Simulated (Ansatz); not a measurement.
# CH7BNSSb: the cost of one run

Program: Ansatz 0.2.0. Level of theory: RKS r2SCANh-D4/def2-SVP. These are calculated values, not measurements.

## 1. The structure to begin with

Bond lengths: B1–S2 1.856 Å, S2–C3 1.836 Å, C3–N4 1.386 Å, C3–Sb5 2.209 Å, B1–H6 1.164 Å, B1–H7 1.223 Å, C3–H8 1.090 Å, N4–H9 1.127 Å, N4–H10 1.027 Å, Sb5–H11 1.784 Å, Sb5–H12 1.728 Å. Angles (14 of 16 angles, heavy atoms first): B1–S2–C3 96.5°, S2–C3–N4 112.9°, S2–C3–Sb5 110.1°, N4–C3–Sb5 107.6°, S2–B1–H6 125.2°, S2–B1–H7 119.4°, S2–C3–H8 107.6°, N4–C3–H8 114.6°, Sb5–C3–H8 103.6°, C3–N4–H9 104.2°, C3–N4–H10 110.3°, C3–Sb5–H11 90.9°, C3–Sb5–H12 91.8°, H6–B1–H7 115.3°.

As a file:

```xyz
12

B    -0.1361    2.0975    0.6947
S    -0.4113    0.5272    1.6450
C    -0.2600   -0.6123    0.2130
N    -1.1100   -0.2832   -0.8311
Sb    1.8057   -0.5770   -0.5686
H     0.8934    2.6203    0.5446
H    -1.0964    2.6857    0.2167
H    -0.3747   -1.6295    0.5881
H    -2.1425   -0.4093   -0.3982
H    -1.0682   -1.0013   -1.5641
H     2.4048   -1.4006    0.8963
H     1.5723   -2.0725   -1.4023
```

## 2. Relaxing end A

Contents of input.yaml:

```yaml
crystal:
  periodic: [false, false, false]
  atoms:
    - { symbol: B, position_ang: [-0.1361, 2.0975, 0.6947] }
    - { symbol: S, position_ang: [-0.4113, 0.5272, 1.645] }
    - { symbol: C, position_ang: [-0.26, -0.6123, 0.213] }
    - { symbol: "N", position_ang: [-1.11, -0.2832, -0.8311] }
    - { symbol: Sb, position_ang: [1.8057, -0.577, -0.5686] }
    - { symbol: H, position_ang: [0.8934, 2.6203, 0.5446] }
    - { symbol: H, position_ang: [-1.0964, 2.6857, 0.2167] }
    - { symbol: H, position_ang: [-0.3747, -1.6295, 0.5881] }
    - { symbol: H, position_ang: [-2.1425, -0.4093, -0.3982] }
    - { symbol: H, position_ang: [-1.0682, -1.0013, -1.5641] }
    - { symbol: H, position_ang: [2.4048, -1.4006, 0.8963] }
    - { symbol: H, position_ang: [1.5723, -2.0725, -1.4023] }
basis:
  gaussian: { orbitals: def2-SVP }
hamiltonian:
  xc: r2scanh
  dispersion: d4
relax:
  f_tol: 0.015
  max_steps: 40
```

Launch:

```sh
$ ansatz run input.yaml --threads 2 --pin off --max-ram 3072MiB --backend cpu --events-out ev --progress --plain --runs-dir out
```

What time and memory should one allow on 2 threads of Intel Xeon 6975P-C (Granite Rapids), shared host?

About 78 s, with a peak of 0.36 GiB.
